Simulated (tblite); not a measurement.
# H14Si30: the cost of one run

Computed with tblite 0.8.0 and PySCF 2.14.0 and routines of our own; the level stands in each step. Atoms count from 0.

## 1. The starting structure

44 atoms, charge 0, multiplicity 1; geometry from: force field, distance geometry or constructed start.

## 2. Relaxing the molecule with GFN2-xTB

What the job is given:

```
{"job": {"kind": "relax", "xc": "GFN2-xTB", "basis": "xTB"}, "charge": 0, "multiplicity": 1}
Si    -1.930800     1.115800    -0.226600
Si    -3.874600     2.237800     0.218100
Si    -5.801900     1.115300    -0.224000
Si    -5.807800    -1.113200     0.218800
Si    -3.872400    -2.236400    -0.221600
Si    -1.939000    -1.118100     0.222400
Si     3.871500     4.472000    -0.228300
Si     1.939100     5.590600     0.226500
Si     0.002700     4.468200    -0.225400
Si    -0.002800     2.234400     0.226600
Si     1.933600     1.116400    -0.227100
Si     3.868900     2.233200     0.225000
Si     5.803700     1.118300    -0.220000
Si     1.937900    -1.118200     0.222300
Si     3.869200    -2.230100    -0.224800
Si     5.805200    -1.117000     0.231300
Si    -7.742400    -2.233300    -0.224100
Si    -7.743900    -4.473700     0.224000
Si    -5.807700    -5.586100    -0.222500
Si    -3.868600    -4.469400     0.227700
Si    -0.002300    -2.231400    -0.223500
Si    -0.000900    -4.468800     0.224800
Si     1.939100    -5.583300    -0.218400
Si     3.867200    -4.474600     0.223500
Si    -1.935200     5.590500     0.225900
Si    -3.877500     4.469400    -0.222500
Si     7.743500     4.472600    -0.225700
Si     5.806500     5.588500     0.226200
Si     7.743400     2.235600     0.223000
Si    -1.934600    -5.587500    -0.221600
H     -7.026000     1.824000     0.058100
H      1.933800     7.000900    -0.059000
H      7.028600    -1.823300    -0.061100
H     -8.963200    -1.530600     0.062900
H     -8.964100    -5.174300    -0.062500
H     -5.806600    -6.997400     0.056300
H      1.934900    -6.999500     0.055100
H      5.094800    -5.173600    -0.061800
H     -1.934600     6.995700    -0.059300
H     -5.098700     5.179500     0.060400
H      8.965200     5.173800     0.063000
H      5.813000     6.994000    -0.055500
H      8.970200     1.530300    -0.062800
H     -1.933100    -7.000100     0.057400
```

Command:

```
$ OMP_NUM_THREADS=4 python large_run.py task.json out
```

The driver reads the jobs from task.json and runs them one after another.

**Question.** How long does this first job take on 4 threads of Arm Neoverse N1, shared host, and how much memory does it need?

About 45 s, with a peak of 0.17 GiB.
